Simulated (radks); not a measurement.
**Fractional charge and spin in the 4d shell of rhodium**

Aim: the energy as the spin-up occupation of 4d runs from 3 to 4 and the spin-down one from 1 to 2, against the two flat planes that join the four corners. Added charge counts from the emptiest corner (up 3, down 1).

The numbers are computed with radks (a radial shooting solver on a logarithmic mesh, Libxc functionals) version 1 (scalar-relativistic Kohn-Sham, r2SCAN, spin-polarised, spherical densities, finite nucleus), except any that are marked as measured or tabulated.

**1. The atom as given**

- element: rhodium (Z = 45)
- configuration: [Kr] 4d(up 4, down 2)
- nuclear rms radius: 4.4945 fm

A shell typed twice in an input gives spin up, then spin down.

**2. 4d: up 4, down 2**

The run's settings:

```text
Z 45
configuration [Kr] 4d4 4d2
relativity scalar-relativistic
functional r2scan,r2scan
spin polarised
nucleus finite rms 4.4945 fm
c 137.035999084
```

**3. 4d: up 3.75, down 2**

Settings, as their differences from step 2:

```diff
@@ -1,3 +1,3 @@
 Z 45
-configuration [Kr] 4d4 4d2
+configuration [Kr] 4d3.75 4d2
 relativity scalar-relativistic
```

**4. 4d: up 4, down 1.75**

Settings, as their differences from step 3:

```diff
@@ -1,3 +1,3 @@
 Z 45
-configuration [Kr] 4d3.75 4d2
+configuration [Kr] 4d4 4d1.75
 relativity scalar-relativistic
```

**5. 4d: up 3.5, down 2**

Settings, as their differences from step 4:

```diff
@@ -1,3 +1,3 @@
 Z 45
-configuration [Kr] 4d4 4d1.75
+configuration [Kr] 4d3.5 4d2
 relativity scalar-relativistic
```

**6. 4d: up 4, down 1.5**

Settings, as their differences from step 5:

```diff
@@ -1,3 +1,3 @@
 Z 45
-configuration [Kr] 4d3.5 4d2
+configuration [Kr] 4d4 4d1.5
 relativity scalar-relativistic
```

**7. 4d: up 3.25, down 2**

Settings, as their differences from step 6:

```diff
@@ -1,3 +1,3 @@
 Z 45
-configuration [Kr] 4d4 4d1.5
+configuration [Kr] 4d3.25 4d2
 relativity scalar-relativistic
```

**8. 4d: up 4, down 1.25**

Settings, as their differences from step 7:

```diff
@@ -1,3 +1,3 @@
 Z 45
-configuration [Kr] 4d3.25 4d2
+configuration [Kr] 4d4 4d1.25
 relativity scalar-relativistic
```

**9. 4d: up 3, down 2**

Settings, as their differences from step 8:

```diff
@@ -1,3 +1,3 @@
 Z 45
-configuration [Kr] 4d4 4d1.25
+configuration [Kr] 4d3 4d2
 relativity scalar-relativistic
```

**10. 4d: up 4, down 1**

Settings, as their differences from step 9:

```diff
@@ -1,3 +1,3 @@
 Z 45
-configuration [Kr] 4d3 4d2
+configuration [Kr] 4d4 4d1
 relativity scalar-relativistic
```

**11. 4d: up 3.75, down 1.75**

Settings, as their differences from step 10:

```diff
@@ -1,3 +1,3 @@
 Z 45
-configuration [Kr] 4d4 4d1
+configuration [Kr] 4d3.75 4d1.75
 relativity scalar-relativistic
```

**12. 4d: up 3.5, down 1.75**

Settings, as their differences from step 11:

```diff
@@ -1,3 +1,3 @@
 Z 45
-configuration [Kr] 4d3.75 4d1.75
+configuration [Kr] 4d3.5 4d1.75
 relativity scalar-relativistic
```

**13. 4d: up 3.75, down 1.5**

Settings, as their differences from step 12:

```diff
@@ -1,3 +1,3 @@
 Z 45
-configuration [Kr] 4d3.5 4d1.75
+configuration [Kr] 4d3.75 4d1.5
 relativity scalar-relativistic
```

**14. 4d: up 3.25, down 1.75**

Settings, as their differences from step 13:

```diff
@@ -1,3 +1,3 @@
 Z 45
-configuration [Kr] 4d3.75 4d1.5
+configuration [Kr] 4d3.25 4d1.75
 relativity scalar-relativistic
```

**15. 4d: up 3.75, down 1.25**

Settings, as their differences from step 14:

```diff
@@ -1,3 +1,3 @@
 Z 45
-configuration [Kr] 4d3.25 4d1.75
+configuration [Kr] 4d3.75 4d1.25
 relativity scalar-relativistic
```

**16. 4d: up 3, down 1.75**

Settings, as their differences from step 15:

```diff
@@ -1,3 +1,3 @@
 Z 45
-configuration [Kr] 4d3.75 4d1.25
+configuration [Kr] 4d3 4d1.75
 relativity scalar-relativistic
```

**17. 4d: up 3.75, down 1**

Settings, as their differences from step 16:

```diff
@@ -1,3 +1,3 @@
 Z 45
-configuration [Kr] 4d3 4d1.75
+configuration [Kr] 4d3.75 4d1
 relativity scalar-relativistic
```

**18. 4d: up 3.5, down 1.5**

Settings, as their differences from step 17:

```diff
@@ -1,3 +1,3 @@
 Z 45
-configuration [Kr] 4d3.75 4d1
+configuration [Kr] 4d3.5 4d1.5
 relativity scalar-relativistic
```

**19. 4d: up 3.25, down 1.5**

Settings, as their differences from step 18:

```diff
@@ -1,3 +1,3 @@
 Z 45
-configuration [Kr] 4d3.5 4d1.5
+configuration [Kr] 4d3.25 4d1.5
 relativity scalar-relativistic
```

**20. 4d: up 3.5, down 1.25**

Settings, as their differences from step 19:

```diff
@@ -1,3 +1,3 @@
 Z 45
-configuration [Kr] 4d3.25 4d1.5
+configuration [Kr] 4d3.5 4d1.25
 relativity scalar-relativistic
```

**21. 4d: up 3, down 1.5**

Settings, as their differences from step 20:

```diff
@@ -1,3 +1,3 @@
 Z 45
-configuration [Kr] 4d3.5 4d1.25
+configuration [Kr] 4d3 4d1.5
 relativity scalar-relativistic
```

**22. 4d: up 3.5, down 1**

Settings, as their differences from step 21:

```diff
@@ -1,3 +1,3 @@
 Z 45
-configuration [Kr] 4d3 4d1.5
+configuration [Kr] 4d3.5 4d1
 relativity scalar-relativistic
```

**23. 4d: up 3.25, down 1.25**

Settings, as their differences from step 22:

```diff
@@ -1,3 +1,3 @@
 Z 45
-configuration [Kr] 4d3.5 4d1
+configuration [Kr] 4d3.25 4d1.25
 relativity scalar-relativistic
```

**24. 4d: up 3, down 1.25**

Settings, as their differences from step 23:

```diff
@@ -1,3 +1,3 @@
 Z 45
-configuration [Kr] 4d3.25 4d1.25
+configuration [Kr] 4d3 4d1.25
 relativity scalar-relativistic
```

**25. 4d: up 3.25, down 1**

Settings, as their differences from step 24:

```diff
@@ -1,3 +1,3 @@
 Z 45
-configuration [Kr] 4d3 4d1.25
+configuration [Kr] 4d3.25 4d1
 relativity scalar-relativistic
```

**26. 4d: up 3, down 1**

Settings, as their differences from step 25:

```diff
@@ -1,3 +1,3 @@
 Z 45
-configuration [Kr] 4d3.25 4d1
+configuration [Kr] 4d3 4d1
 relativity scalar-relativistic
```

What does the calculation give? Wanted: for each run, down \ up; 3; 3.25; 3.5; 3.75; 4.

The runs gave:

```csv
down \ up,3,3.25,3.5,3.75,4
1,0.000,-1.485,-1.971,-1.471,0.000
1.25,-1.440,-1.862,-1.302,0.227,-1.334
1.5,-1.912,-1.288,0.301,-1.202,-1.769
1.75,-1.428,0.225,-1.217,-1.727,-1.320
2,0.000,-1.379,-1.828,-1.363,0.000
```

In words: The table gives the energy in eV minus the planes, whose edge runs along up + down = one added electron. With half an added electron in each spin it lies 0.30 eV above the planes. With half an electron added in spin up alone it lies 1.97 eV below them. The planes are only a guide here: the condition holds for ground states with one frontier orbital, and this shell is degenerate.
